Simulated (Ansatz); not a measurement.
# C₂H₃NSe: one species, many methods

The task here is to estimate one member of a computed series from the others.

Program: Ansatz 0.2.0, Gaussian basis. Level of theory: functionals in def2-TZVPP, the program's frozen cores in correlated methods. These are calculated values, not measurements.

Levels to be run: LDA (SPW92), PBE-D4, revPBE-D4, BLYP-D4, r2SCAN-D4, B97M-V, PBE0-D4, B3LYP-D4, r2SCANh-D4, r2SCAN0-D4, HSE06-D4, BHLYP-D4, CAM-B3LYP-D4, LC-ωPBE, ωB97X-V, ωB97M-V, B2PLYP, PBE-QIDH; CCSD(T)/def2-SVP; CCSD(T)/def2-TZVPP; MP2/def2-QZVPP; extrapolation to the limit; RPA on PBE.

## The relaxed structure

An earlier PBE0-D4 in a triple-zeta def2 set relaxation fixed the geometry.

SMILES `[SeH]C1=NC1`, 7 atoms, charge 0, spin multiplicity 1.

Atoms are counted from 1 here; the program's logs count them from 0.

Bond lengths: Se1–C2 1.858 Å, Se1–H5 1.468 Å, C2–N3 1.251 Å, C2–C4 1.442 Å, N3–C4 1.525 Å, C4–H6 1.087 Å, C4–H7 1.087 Å. Angles: C2–Se1–H5 93.3°, Se1–C2–N3 139.4°, Se1–C2–C4 152.0°, N3–C2–C4 68.6°, C2–N3–C4 61.7°, C2–C4–N3 49.8°, C2–C4–H6 120.2°, C2–C4–H7 120.2°, N3–C4–H6 116.7°, N3–C4–H7 116.7°, H6–C4–H7 116.1°.

The first run:

File in.yaml:

```yaml
crystal:
  periodic: [false, false, false]
  atoms:
    - {symbol: Se, position_ang: [-1.825955, -0.352531, -1.112103]}
    - {symbol: C, position_ang: [-0.320072, -0.463835, -0.029375]}
    - {symbol: N, position_ang: [0.248165, -1.282436, 0.726109]}
    - {symbol: C, position_ang: [0.879099, 0.093678, 0.544606]}
    - {symbol: H, position_ang: [-1.530640, 1.024297, -1.525527]}
    - {symbol: H, position_ang: [0.815718, 0.775009, 1.388909]}
    - {symbol: H, position_ang: [1.795186, 0.137717, -0.038418]}
basis:
  gaussian: {orbitals: def2-TZVPP}
hamiltonian: {xc: lda}
output: {orbitals: {seedname: orbitals}}
```

Launch:

```sh
$ ansatz run in.yaml --threads 2 --pin off --events-out ev --progress --plain --max-ram 4352MiB
```

Steps of the session up to this table: LDA; PBE-D4 (GGA); revPBE-D4 (GGA); BLYP-D4 (GGA); r2SCAN-D4 (meta-GGA); B97M-V (meta-GGA); PBE0-D4 (hybrid); B3LYP-D4 (hybrid); r2SCANh-D4 (hybrid); r2SCAN0-D4 (hybrid); HSE06-D4 (hybrid); BHLYP-D4 (hybrid); CAM-B3LYP-D4 (range-separated); LC-ωPBE (range-separated); ωB97X-V (range-separated); ωB97M-V (range-separated); B2PLYP (double hybrid); PBE-QIDH (double hybrid).

One table of the session follows, with a row left open; its other results are not shown here.

It belongs to the step «Frontier levels by functional». 

| functional | HOMO (eV) | gap (eV) |
| --- | --- | --- |
| LDA (SPW92) | -6.38 | 4.74 |
| PBE-D4 | -6.22 | 4.74 |
| revPBE-D4 | -6.17 | 4.76 |
| BLYP-D4 | -6.06 | 4.66 |
| r2SCAN-D4 | -6.46 | 5.21 |
| B97M-V | -6.49 | 5.24 |
| PBE0-D4 | -7.34 | 6.78 |
| B3LYP-D4 | -7.12 | 6.28 |
| r2SCANh-D4 | ? | ? |
| r2SCAN0-D4 | -7.50 | 7.08 |
| HSE06-D4 | -6.95 | 6.00 |
| BHLYP-D4 | -8.32 | 8.68 |
| CAM-B3LYP-D4 | -8.61 | 9.10 |
| LC-ωPBE | -9.94 | 11.69 |
| ωB97X-V | -9.58 | 11.17 |
| ωB97M-V | -9.46 | 10.86 |

**Question.** Estimate the row for r2SCANh-D4.

Worked estimate for «HOMO (eV)». Against the share of exact exchange, r2SCAN-D4 (0, -6.46), r2SCAN0-D4 (0.25, -7.50) give a slope of -4.16 per unit share; at 0.1 the line stands at -6.88.

**Answer.** HOMO (eV): -6.88; gap (eV): 5.96. In «HOMO (eV)» the line misses by 0.00.
